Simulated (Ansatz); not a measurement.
# Ge: the cost of one run

Computed with Ansatz 0.2.0 (DFT r2SCAN, scalar-relativistic, plane waves, PAW, unless a step's input says otherwise).

1 further run of the same task is left out (set aside as unsound or not needed). Runs told in other sessions of the task aren't counted.

### 1 The starting structure

Symmetry: P6_3/mmc, No. 194, hexagonal system. Conventional cell: a = 4.003 Å, b = 4.003 Å, c = 13.153 Å, α = 90.00°, β = 90.00°, γ = 120.00°. Ge (site symmetry 3m) has 4 Ge at 2.45 Å in its first shell of neighbours. Ge (site symmetry 3m) has 4 Ge at 2.45 to 2.48 Å in its first shell of neighbours.

Coordinates:

```
Ge
1.0
     4.00346    0.00000    0.00000
    -2.00173    3.46709    0.00000
     0.00000    0.00000   13.15265
Ge
8
Cartesian
  0.0000 0.0000 5.3510
  0.0000 0.0000 7.8017
  0.0000 0.0000 11.9273
  0.0000 0.0000 1.2253
  0.0000 2.3114 4.5260
  2.0017 1.1557 8.6266
  2.0017 1.1557 11.1024
  0.0000 2.3114 2.0503
```

It goes back to an entry of the Materials Project, which need not be the stable form.

This cell was relaxed beforehand with the same method: volume 22.82 Å³/atom, gap on the mesh 0.27 eV.

### 2 The reference cell

The reference gives a free energy of -34423.1920 eV, pressure 0.00 GPa, largest force 0.001 eV/Å and gap on the mesh 0.27 eV. It was computed beforehand with the settings of the runs below.

### 3 Harmonic modes of this cell

File input.yaml:

```yaml
crystal:
  lattice:
    - [4.0034553964, 0.0, 0.0]
    - [-2.0017276982, 3.4670940762, 0.0]
    - [0.0, 0.0, 13.1526505051]
  atoms:
    - { symbol: Ge, position: [0.0, 0.0, 0.4068365158] }
    - { symbol: Ge, position: [0.0, 0.0, 0.5931634842] }
    - { symbol: Ge, position: [0.0, 0.0, 0.9068365158] }
    - { symbol: Ge, position: [0.0, 0.0, 0.0931634842] }
    - { symbol: Ge, position: [0.3333333333, 0.6666666667, 0.34411632] }
    - { symbol: Ge, position: [0.6666666667, 0.3333333333, 0.65588368] }
    - { symbol: Ge, position: [0.6666666667, 0.3333333333, 0.84411632] }
    - { symbol: Ge, position: [0.3333333333, 0.6666666667, 0.15588368] }
basis:
  ecutwfc: 500
kpoints:
  mp_grid: { grid: [12, 12, 4] }
hamiltonian:
  xc: r2scan
scf:
  occupations: { method: gaussian, width: 0.03 }
output:
  eigenvalues: true
phonons:
  method: fd
  supercell: [1, 1, 1]
  amplitude: 0.02
  eigenvectors: true
  dielectric: false
```

On the command line:

```bash
$ ansatz run input.yaml --threads 2 --pin off --max-ram 5120MiB --backend cpu --events-out ev --progress --plain --runs-dir out
```

**Question.** How long does this run take on 2 threads of Oxide Virtual Turin-like (Zen 5), shared host, and how much memory does it need?

About 8.2 min, with a peak of 2.5 GiB.
